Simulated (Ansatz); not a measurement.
# C₂H₅BrOSi: one species, many methods

The task here is to estimate one member of a computed series from the others.

Program: Ansatz 0.2.0, Gaussian basis. Level of theory: functionals in def2-TZVPP, the program's frozen cores in correlated methods. These are calculated values, not measurements.

The runs, in order: PBE-D4, r2SCAN-D4, PBE0-D4, B3LYP-D4, ωB97X-V, ωB97M-V, B2PLYP; CCSD(T)/def2-TZVPP; MP2/def2-QZVPP; extrapolation to the limit.

### The geometry

All runs share one geometry, relaxed beforehand with PBE0-D4 in a triple-zeta def2 set.

SMILES `Br[SiH]1CCO1`, 10 atoms, charge 0, spin multiplicity 1.

Atoms are counted from 1 here; the program's logs count them from 0.

Bond lengths: Br1–Si2 2.216 Å, Si2–C3 1.864 Å, Si2–O5 1.655 Å, Si2–H6 1.480 Å, C3–C4 1.545 Å, C3–H7 1.090 Å, C3–H8 1.088 Å, C4–O5 1.454 Å, C4–H9 1.092 Å, C4–H10 1.092 Å. Angles: Br1–Si2–C3 116.5°, Br1–Si2–O5 114.2°, Br1–Si2–H6 105.4°, C3–Si2–O5 82.7°, C3–Si2–H6 122.3°, O5–Si2–H6 114.9°, Si2–C3–C4 82.4°, Si2–C3–H7 116.0°, Si2–C3–H8 117.5°, C4–C3–H7 114.1°, C4–C3–H8 115.0°, H7–C3–H8 109.8°, C3–C4–O5 101.9°, C3–C4–H9 113.3°, C3–C4–H10 113.6°, O5–C4–H9 109.4°, O5–C4–H10 109.1°, H9–C4–H10 109.3° and more.

Coordinates:

```
Br   -2.8568   -0.4264    0.7489
Si   -0.7994    0.3966    0.7862
C     0.5605   -0.7401    0.2093
C     0.6142    0.2575   -0.9693
O    -0.3821    1.2398   -0.5752
H    -0.7065    1.1657    2.0471
H     1.4622   -0.7540    0.8208
H     0.2838   -1.7567   -0.0619
H     0.3268   -0.1870   -1.9245
H     1.5805    0.7535   -1.0785
```

The first run:

in.yaml

```yaml
crystal:
  periodic: [false, false, false]
  atoms:
    - {symbol: Br, position_ang: [-2.856816, -0.426429, 0.748926]}
    - {symbol: Si, position_ang: [-0.799429, 0.396600, 0.786201]}
    - {symbol: C, position_ang: [0.560470, -0.740071, 0.209294]}
    - {symbol: C, position_ang: [0.614192, 0.257487, -0.969325]}
    - {symbol: O, position_ang: [-0.382126, 1.239752, -0.575154]}
    - {symbol: H, position_ang: [-0.706524, 1.165712, 2.047144]}
    - {symbol: H, position_ang: [1.462211, -0.754040, 0.820798]}
    - {symbol: H, position_ang: [0.283829, -1.756729, -0.061886]}
    - {symbol: H, position_ang: [0.326832, -0.186968, -1.924483]}
    - {symbol: H, position_ang: [1.580461, 0.753487, -1.078514]}
basis:
  gaussian: {orbitals: def2-TZVPP}
hamiltonian: {xc: pbe, dispersion: d4}
output: {forces: true, orbitals: {seedname: orbitals}}
```

The run is started by

```
$ ansatz run in.yaml --threads 4 --pin off --events-out ev --progress --plain --max-ram 10444MiB
```

Steps of the session up to this table: PBE-D4 (GGA); r2SCAN-D4 (meta-GGA); PBE0-D4 (hybrid); B3LYP-D4 (hybrid); ωB97X-V (range-separated); ωB97M-V (range-separated); B2PLYP (double hybrid); CCSD(T) in def2-TZVPP; MP2 in def2-QZVPP.

One of the session's tables, all rows but one given; the rest of the session is left out.

| method | atomisation energy (eV) |
| --- | --- |
| PBE-D4 | 40.164 |
| r2SCAN-D4 | 39.594 |
| PBE0-D4 | 39.537 |
| B3LYP-D4 | 39.184 |
| ωB97X-V | 39.568 |
| ωB97M-V | 39.511 |
| B2PLYP | 38.882 |
| HF/def2-TZVPP | 28.730 |
| MP2/def2-TZVPP | 39.255 |
| CCSD/def2-TZVPP | 37.759 |
| CCSD(T)/def2-TZVPP | 38.386 |
| MP2/CBS | ? |
| CCSD(T)/CBS | 39.512 |

Q: Estimate the row for MP2/CBS from the others.

As computed: atomisation energy (eV): 40.381. In the column «atomisation energy (eV)» it is the highest.
